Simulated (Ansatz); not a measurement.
# Pb: the cost of one run

Computed with Ansatz 0.2.0 (DFT PBEsol, scalar-relativistic, plane waves, PAW, unless a step's input says otherwise).

This is Pb in the hcp structure; at room conditions it is fcc.

## Step 1: The system as given

Symmetry: P6_3/mmc, No. 194, hexagonal system. The conventional cell has a = 3.480 Å, b = 3.480 Å, c = 5.590 Å, α = 90.00°, β = 90.00°, γ = 120.00°. Pb (site symmetry -6m2) is surrounded by 12 Pb at 3.44 to 3.48 Å.

As a file:

```cif
data_structure
_symmetry_space_group_name_H-M 'P6_3/mmc'
_symmetry_Int_Tables_number 194
_cell_length_a 3.4800
_cell_length_b 3.4800
_cell_length_c 5.5900
_cell_angle_alpha 90.000
_cell_angle_beta 90.000
_cell_angle_gamma 120.000
_cell_volume 58.63
loop_
_atom_site_label
_atom_site_type_symbol
_atom_site_symmetry_multiplicity
_atom_site_Wyckoff_symbol
_atom_site_fract_x
_atom_site_fract_y
_atom_site_fract_z
_atom_site_occupancy
Pb1 Pb 2 c 0.33333 0.66667 0.25000 1
```

No relaxation comes first: the listed cell is the starting point.

## Step 2: The undisturbed cell

input.yaml reads:

```yaml
crystal:
  lattice:
    - [3.4800006906, 0.0, 0.0]
    - [-1.7400003453, 3.0137690032, 0.0]
    - [0.0, 0.0, 5.59]
  atoms:
    - { symbol: Pb, position: [0.3333333333, 0.6666666667, 0.25] }
    - { symbol: Pb, position: [0.6666666667, 0.3333333333, 0.75] }
basis:
  ecutwfc: 420
kpoints:
  mp_grid: { grid: [15, 15, 10] }
hamiltonian:
  xc: pbesol
scf:
  occupations: { method: gaussian, width: 0.15 }
output:
  forces: true
  stress: true
  eigenvalues: true
```

Started as:

```
> ansatz run input.yaml --threads 1 --pin off --max-ram 1228MiB --backend cpu --events-out ev --progress --plain --runs-dir out
```

What time and memory should one allow on 1 thread of an Arm CPU, shared host?

About 9.9 s, with a peak of 0.4 GiB.
